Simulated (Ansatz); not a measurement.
# Al: a slab and its surfaces, (111), 1 layers

What do the surfaces of Al (111), 1 layers cost, and how tightly do they hold an electron? Methods of the runs shown: PAW. Its runs: bulk cell relaxed (PAW); bulk in the slab's orientation (PAW); the reference run (PAW); field of 0.1 V/Å along the normal (PAW); no images along the normal (PAW).

Computed with Ansatz 0.2.0 (DFT, r2SCAN, PAW with Ansatz's default frozen-core files, scalar-relativistic, unless a step's input says otherwise).

### Step 1. The structure to begin with

Symmetry: Fm-3m, No. 225, cubic system. Conventional cell: a = 3.993 Å, b = 3.993 Å, c = 3.993 Å, α = 90.00°, β = 90.00°, γ = 90.00°. Al (site symmetry m-3m) has 12 Al at 2.82 Å as nearest neighbours.

As a file:

```
Al
1.0
     0.00000    1.99670    1.99670
     1.99670    0.00000    1.99670
     1.99670    1.99670    0.00000
Al
1
Cartesian
  0.0000 0.0000 0.0000
```

### Step 2. Bulk cell relaxed, PAW

Contents of input.yaml:

```yaml
crystal:
  lattice:
    - [0.0, 1.9967029009, 1.9967029009]
    - [1.9967029009, 0.0, 1.9967029009]
    - [1.9967029009, 1.9967029009, 0.0]
  atoms:
    - { symbol: Al, position: [0.0, 0.0, 0.0] }
kpoints:
  mp_grid: { grid: [19, 19, 19] }
scf:
  occupations: { method: fermi_dirac, width: 0.08 }
hamiltonian:
  xc: r2scan
  pseudopotentials: { kind: paw }
output:
  forces: true
  stress: true
  write_density: true
  write_potential: true
  elf: true
  volumetric_format: npy
relax:
  f_tol: 0.005
  max_steps: 40
  cell: {}
```

Run with:

```bash
ansatz run input.yaml --threads 1 --pin off --max-ram 3584MiB --backend cpu --events-out ev --progress --plain --runs-dir out
```

After this run come: Bulk in the slab's orientation, PAW; Slab as cut, PAW; Field of 0.1 V/Å along the normal, PAW; No images along the normal, PAW.

What does the calculation give? Wanted: surface energy; work function.

As calculated:

| quantity | value |
| --- | --- |
| surface energy (PAW, cut) | 0.99 J/m² |
| work function (PAW, cut) | 4.47 eV |

The field of 0.1 V/Å along the normal induces a dipole of 0.014 e·Å per cell (PAW). Thickness wasn't converged, and no reconstruction was sought.
